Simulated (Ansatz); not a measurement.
# CHGaP (doublet): wave-function methods side by side, cc-pVTZ

The task here is to estimate one member of a computed series from the others.

Method: cc-pVTZ, core rule «outside noble gas», up to 20 orbitals frozen; program: Ansatz 0.2.0, Gaussian basis.

To be run: UHF; CCSD(T) on ROHF; CCSD(T) on UHF; BCCD(T) on ROHF; CCSDT(Q) on ROHF; CCSDT(Q) on UHF.

6 further runs of the same task are left out: 1 that didn't finish, 5 set aside as unsound or not needed. Runs told in other sessions of the task aren't counted.

## What is computed

The geometry is a PBE0/def2-TZVP stationary point (not a proven minimum) of the parent state, kept for this charge and spin. No spin-orbit coupling is included. The filled d shell of Ga may be among the frozen orbitals whatever the setting's name suggests.

4 atoms, charge 0, spin multiplicity 2.

Atoms are counted from 1 here; the program's logs count them from 0.

Bond lengths: C1–P2 1.776 Å, C1–Ga3 1.986 Å, C1–H4 1.090 Å, P2–Ga3 2.355 Å. Angles: P2–C1–Ga3 77.3°, P2–C1–H4 132.5°, Ga3–C1–H4 119.0°, C1–P2–Ga3 55.3°, C1–Ga3–P2 47.4°.

Set-up of the first run:

in.yaml

```yaml
crystal:
  periodic: [false, false, false]
  atoms:
    - {symbol: C, position_ang: [-0.128658, 1.202292, 0.703925]}
    - {symbol: P, position_ang: [0.017018, -0.364809, 1.527579]}
    - {symbol: Ga, position_ang: [0.007389, -0.075306, -0.810008]}
    - {symbol: H, position_ang: [0.499012, 2.093070, 0.701104]}
basis:
  gaussian: {orbitals: cc-pVTZ}
magnetization: {spin_polarized: true, initial_magnetization: 1}
hamiltonian: {xc: hf}
output: {orbitals: {seedname: orbitals}}
```

Launch:

```
$ ansatz run in.yaml --threads 1 --pin off --events-out ev --progress --plain --max-ram 4096MiB --backend cpu
```

Steps of the session up to this table: UHF; CCSD(T) on ROHF; CCSD(T) on UHF; BCCD(T) on ROHF; CCSDT(Q) on ROHF; CCSDT(Q) on UHF.

One table of the session follows, with a row left open; its other results are not shown here.

```
   method  from RCCSDT(Q) (kcal/mol)
     ROHF                    +256.97
      UHF                    +245.77
     RMP2                     +34.45
     UMP2                     +49.23
    RCCSD                     +18.21
    UCCSD                     +19.05
 RCCSD(T)                      +2.23
 UCCSD(T)                      +4.19
  BCCD(T)                          ?
   RCCSDT                      +1.73
   UCCSDT                      +1.98
RCCSDT(Q)                          0
UCCSDT(Q)                      -0.18
```

Estimate the missing values for BCCD(T).

**Answer.** from RCCSDT(Q) (kcal/mol): +2.05. In the column «from RCCSDT(Q) (kcal/mol)» it lies between UCCSDT (+1.98) and RCCSD(T) (+2.23).

Limits of these values: The determinant of HF (⟨S²⟩ 1.38) is far from a pure spin state, so its energy mixes those of several spin states; that is harmless only where they are near-degenerate. The determinant of CCSD(T) (⟨S²⟩ 1.38) is far from a pure spin state, so its energy mixes those of several spin states; high orders of coupled cluster remove much of that, low ones don't. The determinant of CCSDT(Q) (⟨S²⟩ 1.38) is far from a pure spin state, so its energy mixes those of several spin states; high orders of coupled cluster remove much of that, low ones don't. Warnings: spin contamination; large T1 diagnostic. Restricted and unrestricted rows rest on different reference determinants; a gap between their highest levels can come from leftover correlation error, from unlike frozen cores or from another state.
